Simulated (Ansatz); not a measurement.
# CaPb: the cost of one run

Computed with Ansatz 0.2.0 (DFT PBEsol, scalar-relativistic, plane waves, PAW, unless a step's input says otherwise).

2 further runs of the same task are left out: 2 set aside as unsound or not needed.

### Step 1. The system as given

It takes space group P4/mmm (No. 123, tetragonal). The conventional cell has a = 3.567 Å, b = 3.567 Å, c = 4.628 Å, α = 90.00°, β = 90.00°, γ = 90.00°. Ca (site symmetry 4/mmm) is surrounded by 8 Pb at 3.42 Å and 4 Ca at 3.57 Å. Pb (site symmetry 4/mmm) is surrounded by 8 Ca at 3.42 Å and 4 Pb at 3.57 Å.

As a file:

```
Ca Pb
1.0
     3.56664    0.00000    0.00000
     0.00000    3.56664    0.00000
     0.00000    0.00000    4.62751
Ca Pb
1 1
Cartesian
  0.0000 0.0000 0.0000
  1.7833 1.7833 2.3138
```

The structure comes from the Materials Project (structure only).

### Step 5. Setting up the map

The energy is mapped over two homogeneous strains (x along [1 0 0], y along [0 1 0], z along [0 0 1] of the conventional cell).

The axes are (1) normal strain along x: 7 values from −4.00 %; (2) normal strain along y: 7 values from −4.00 %.

Nothing else is relaxed (symmetry fixes all fractional coordinates). Energies count from the relaxed crystal. Points are written as (first, second).

(The set-up runs are not shown.)

### Step 6. The run at (−1.33 %, −1.33 %)

Contents of input.yaml:

```yaml
crystal:
  lattice:
    - [3.4805533167, 0.0, 0.0]
    - [0.0, 3.4805533167, 0.0]
    - [0.0, 0.0, 4.589658565]
  atoms:
    - { symbol: Ca, position: [0.0, 0.0, 0.0] }
    - { symbol: Pb, position: [0.5, 0.5, 0.5] }
basis:
  ecutwfc: 420
kpoints:
  mp_grid: { grid: [12, 12, 10] }
hamiltonian:
  xc: pbesol
scf:
  occupations: { method: gaussian, width: 0.15 }
output:
  forces: true
  stress: true
  eigenvalues: true
  write_density: true
  write_potential: true
  elf: true
  volumetric_format: npy
```

On the command line:

```sh
> ansatz run input.yaml --threads 1 --pin off --max-ram 2048MiB --backend cpu --events-out ev --progress --plain --runs-dir out
```

Q: Estimate wall time and peak memory on 1 thread of Arm Neoverse V1, shared host.

About 10 s, with a peak of 0.39 GiB.
